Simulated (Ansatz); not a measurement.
# HNZr: the cost of one run

Program: Ansatz 0.2.0, Gaussian basis. Level of theory: def2-QZVPP, core rule «outside noble gas», up to 5 orbitals frozen. These are calculated values, not measurements.

The runs, in order: UHF; ROHF; CCSD(T) on UHF.

2 further runs of the same task are left out: 2 set aside as unsound or not needed.

### Step 1. The system

The geometry is a PBE0/def2-TZVP stationary point (not a proven minimum) of the parent state, kept for this charge and spin. No spin-orbit coupling is included. Elements past krypton take def2 core potentials.

3 atoms, charge 1, spin multiplicity 2.

Atoms are counted from 1 here; the program's logs count them from 0.

Bond lengths: Zr1–N2 1.758 Å, N2–H3 1.012 Å. Angles: Zr1–N2–H3 180.0°.

As a file:

```xyz
3

Zr    0.0000    0.0000   -1.5094
N     0.0000    0.0000    0.2489
H     0.0000    0.0000    1.2605
```

### Step 2. UHF

The input, in.yaml:

```yaml
crystal:
  periodic: [false, false, false]
  atoms:
    - {symbol: Zr, position_ang: [0.000000, 0.000000, -1.509417]}
    - {symbol: N, position_ang: [0.000000, 0.000000, 0.248939]}
    - {symbol: H, position_ang: [0.000000, 0.000000, 1.260478]}
basis:
  gaussian: {orbitals: "def2-QZVPP.json"}
total_charge: 1
magnetization: {spin_polarized: true, initial_magnetization: 1}
hamiltonian: {xc: hf}
output: {orbitals: {seedname: orbitals}}
```

The run is started by

```
> ansatz run in.yaml --threads 1 --pin off --events-out ev --progress --plain --max-ram 3968MiB --backend cpu
```

Q: Estimate wall time and peak memory on 1 thread of AMD EPYC 7R13, shared host.

About 16 s, with a peak of 0.39 GiB.
